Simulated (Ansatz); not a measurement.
# Si2H3Cl2O2F: one species, many methods

How much do the methods differ for Si2H3Cl2O2F? The plan is to run it at one geometry with functionals of several rungs and with coupled cluster, and see how far each lands from CCSD(T) at the basis-set limit for the atomisation energy.

Computed with Ansatz 0.2.0, Gaussian basis. Level: functionals in def2-TZVPP, the program's frozen cores in correlated methods.

The runs, in order: PBE-D4, r2SCAN-D4, PBE0-D4, B3LYP-D4, ωB97X-V, ωB97M-V, B2PLYP; CCSD(T)/def2-TZVPP; MP2/def2-QZVPP; extrapolation to the limit.

### Step 1. The geometry

An earlier PBE0-D4/def2-TZVP relaxation fixed the geometry.

SMILES `O[Si](O)(Cl)[SiH](F)Cl`, 10 atoms, charge 0, spin multiplicity 1.

Atoms are counted from 1 here; the program's logs count them from 0.

Bond lengths: O1–Si2 1.623 Å, O1–H8 0.960 Å, Si2–O3 1.634 Å, Si2–Cl4 2.060 Å, Si2–Si5 2.340 Å, O3–H9 0.959 Å, Si5–F6 1.598 Å, Si5–Cl7 2.041 Å, Si5–H10 1.480 Å. Angles: Si2–O1–H8 119.5°, O1–Si2–O3 109.0°, O1–Si2–Cl4 112.2°, O1–Si2–Si5 105.9°, O3–Si2–Cl4 107.9°, O3–Si2–Si5 113.6°, Cl4–Si2–Si5 108.3°, Si2–O3–H9 118.2°, Si2–Si5–F6 107.7°, Si2–Si5–Cl7 109.7°, Si2–Si5–H10 115.4°, F6–Si5–Cl7 108.4°, F6–Si5–H10 107.5°, Cl7–Si5–H10 108.0°.

### Step 2. PBE-D4 (GGA)

in.yaml

```yaml
crystal:
  periodic: [false, false, false]
  atoms:
    - {symbol: O, position_ang: [0.225611, -1.619192, -1.077867]}
    - {symbol: Si, position_ang: [-0.234784, -0.668678, 0.154382]}
    - {symbol: O, position_ang: [0.454394, -1.212073, 1.532607]}
    - {symbol: Cl, position_ang: [-2.276703, -0.675824, 0.423547]}
    - {symbol: Si, position_ang: [0.421312, 1.499976, -0.431400]}
    - {symbol: F, position_ang: [0.176700, 2.439677, 0.837417]}
    - {symbol: Cl, position_ang: [-0.739210, 2.178366, -1.967405]}
    - {symbol: H, position_ang: [0.117226, -2.570277, -1.006627]}
    - {symbol: H, position_ang: [0.016068, -1.020347, 2.363806]}
    - {symbol: H, position_ang: [1.839405, 1.648371, -0.828461]}
basis:
  gaussian: {orbitals: def2-TZVPP}
hamiltonian: {xc: pbe, dispersion: d4}
output: {forces: true, orbitals: {seedname: orbitals}}
```

Launch:

```console
> ansatz run in.yaml --threads 2 --pin off --events-out ev --progress --plain --max-ram 31744MiB --backend cuda --devices 0, --max-vram 18GiB
```

After this run come: r2SCAN-D4 (meta-GGA); PBE0-D4 (hybrid); B3LYP-D4 (hybrid); ωB97X-V (range-separated); ωB97M-V (range-separated); B2PLYP (double hybrid); CCSD(T) in def2-TZVPP; MP2 in def2-QZVPP.

**Question.** What will the summary of the whole plan be? Wanted: atomisation energy, CCSD(T)/CBS; farthest; mean size of error, hybrid; mean size of error, range-separated; gap, smallest and largest; T1 diagnostic; triples share of the correlation energy.

The runs gave:

```
                               quantity                                 value
        atomisation energy, CCSD(T)/CBS                         3821.5 kJ/mol
 functionals within 19.1 kJ/mol (0.5 %)           r2SCAN-D4, ωB97X-V, ωB97M-V
                               farthest                 B2PLYP (-91.0 kJ/mol)
             mean size of error, hybrid                           64.9 kJ/mol
    mean size of error, range-separated                            8.2 kJ/mol
              gap, smallest and largest  5.48 eV (PBE-D4), 12.03 eV (ωB97X-V)
                          T1 diagnostic                                0.0115
triples share of the correlation energy                                 3.6 %
```

PBE-D4 is off by +23.5 kJ/mol, about 2.6 kJ/mol a bond. Double hybrids carry the basis error of their MP2 part in triple zeta, and no dispersion term here, so their miss is partly the set-up's. Misses under about 19.1 kJ/mol are within the doubt on the reference itself, which lacks core-valence correlation, relativity and higher excitations. Hartree-Fock recovers 71 % of the binding; the rest is correlation. Orbital gaps span 5.5 to 12.0 eV; exact exchange widens them.
